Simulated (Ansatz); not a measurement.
# ClFH4OSi2: the cost of one run

Method: the settings change from run to run; program: Ansatz 0.2.0, Gaussian basis.

## Step 1: The molecule

An earlier PBE0-D4 in a triple-zeta def2 set relaxation fixed the geometry.

SMILES `F[SiH2]O[SiH2]Cl`, 9 atoms, charge 0, spin multiplicity 1.

Atoms are counted from 1 here; the program's logs count them from 0.

Bond lengths: F1–Si2 1.592 Å, Si2–O3 1.624 Å, Si2–H6 1.477 Å, Si2–H7 1.475 Å, O3–Si4 1.626 Å, Si4–Cl5 2.050 Å, Si4–H8 1.477 Å, Si4–H9 1.476 Å. Angles: F1–Si2–O3 109.1°, F1–Si2–H6 107.6°, F1–Si2–H7 108.0°, O3–Si2–H6 110.4°, O3–Si2–H7 108.0°, H6–Si2–H7 113.6°, Si2–O3–Si4 148.3°, O3–Si4–Cl5 109.9°, O3–Si4–H8 110.0°, O3–Si4–H9 108.5°, Cl5–Si4–H8 107.8°, Cl5–Si4–H9 108.1°, H8–Si4–H9 112.6°.

## Step 2: r2SCAN/aug-cc-pVDZ

This run has finite nuclei, D3(BJ) with three-body dispersion.

in.yaml reads:

```yaml
crystal:
  periodic: [false, false, false]
  atoms:
    - {symbol: F, position_ang: [-1.949893, -0.092932, -1.427657]}
    - {symbol: Si, position_ang: [-0.674619, -0.965297, -1.042059]}
    - {symbol: O, position_ang: [-0.059854, -0.419236, 0.358930]}
    - {symbol: Si, position_ang: [0.646356, 0.792703, 1.180760]}
    - {symbol: Cl, position_ang: [1.763743, 1.943881, -0.094663]}
    - {symbol: H, position_ang: [0.312972, -0.818905, -2.130468]}
    - {symbol: H, position_ang: [-1.120909, -2.356005, -0.833046]}
    - {symbol: H, position_ang: [-0.384674, 1.660200, 1.784714]}
    - {symbol: H, position_ang: [1.555480, 0.209391, 2.186390]}
basis:
  gaussian: {orbitals: aug-cc-pVDZ, nuclear_model: gaussian}
hamiltonian: {xc: {name: r2SCAN}, dispersion: d3bjatm}
output: {forces: true}
```

On the command line:

```sh
$ ansatz run in.yaml --threads 4 --pin off --events-out ev --progress --plain --max-ram 10444MiB
```

**Question.** How long does this run take on 4 threads of Arm Neoverse N1, shared host, and how much memory does it need?

About 7.5 s, with a peak of 0.29 GiB.
